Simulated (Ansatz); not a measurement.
# MgPtC2N2: the cost of one run

Computed with Ansatz 0.2.0 (DFT PBE, scalar-relativistic, plane waves, PAW, unless a step's input says otherwise).

1 further run of the same task is left out (it didn't finish).

**1. The structure to begin with**

It takes space group P-1 (No. 2, triclinic). The conventional cell has a = 3.743 Å, b = 4.306 Å, c = 8.519 Å, α = 76.33°, β = 85.86°, γ = 68.05°. Mg (site symmetry -1) has 2 N at 2.08 Å in its first shell of neighbours. Pt (site symmetry -1) has 2 C at 1.92 Å in its first shell of neighbours. C (site symmetry 1) has 1 N at 1.17 Å and 1 Pt at 1.92 Å in its first shell of neighbours. N (site symmetry 1) is surrounded by 1 C at 1.17 Å.

Structure file:

```cif
data_structure
_symmetry_space_group_name_H-M 'P 1'
_symmetry_Int_Tables_number 1
_cell_length_a 3.7427
_cell_length_b 4.3062
_cell_length_c 8.5188
_cell_angle_alpha 76.332
_cell_angle_beta 85.862
_cell_angle_gamma 68.053
_cell_volume 123.72
loop_
_atom_site_label
_atom_site_type_symbol
_atom_site_fract_x
_atom_site_fract_y
_atom_site_fract_z
_atom_site_occupancy
Mg1 Mg 0.50000 0.00000 0.50000 1
Pt1 Pt 0.00000 0.00000 0.00000 1
C1 C 0.18568 0.62863 0.18568 1
C2 C 0.81432 0.37137 0.81432 1
N1 N 0.29901 0.40198 0.29901 1
N2 N 0.70099 0.59802 0.70099 1
```

The cell is invented: packed cyanide-bridged chains (P-1, No. 2). The dimensions are guesses.

**2. The guess as it stands, on a coarse mesh**

File input.yaml:

```yaml
crystal:
  lattice:
    - [3.74268516, 0.0, 0.0]
    - [1.60945519, 3.99413452, 0.0]
    - [0.61471153, 1.92254154, 8.27621742]
  atoms:
    - { symbol: Mg, position: [0.5, 0.0, 0.5] }
    - { symbol: Pt, position: [0.0, 0.0, 0.0] }
    - { symbol: C, position: [0.18568384, 0.62863231, 0.18568384] }
    - { symbol: C, position: [0.81431616, 0.37136769, 0.81431616] }
    - { symbol: "N", position: [0.29901201, 0.40197598, 0.29901201] }
    - { symbol: "N", position: [0.70098799, 0.59802402, 0.70098799] }
basis:
  ecutwfc: 420
kpoints:
  mp_grid: { grid: [6, 4, 2] }
hamiltonian:
  xc: pbe
scf:
  occupations: { method: gaussian, width: 0.1 }
  lower_state_search: "off"
output:
  forces: true
  stress: true
  eigenvalues: true
```

Launch:

```sh
ansatz run input.yaml --threads 1 --pin off --max-ram 2560MiB --backend cpu --events-out ev --progress --plain --runs-dir out
```

What time and memory should one allow on 1 thread of AMD EPYC 9R45 (Zen 5), shared host?

About 1.8 s, with a peak of 0.47 GiB.
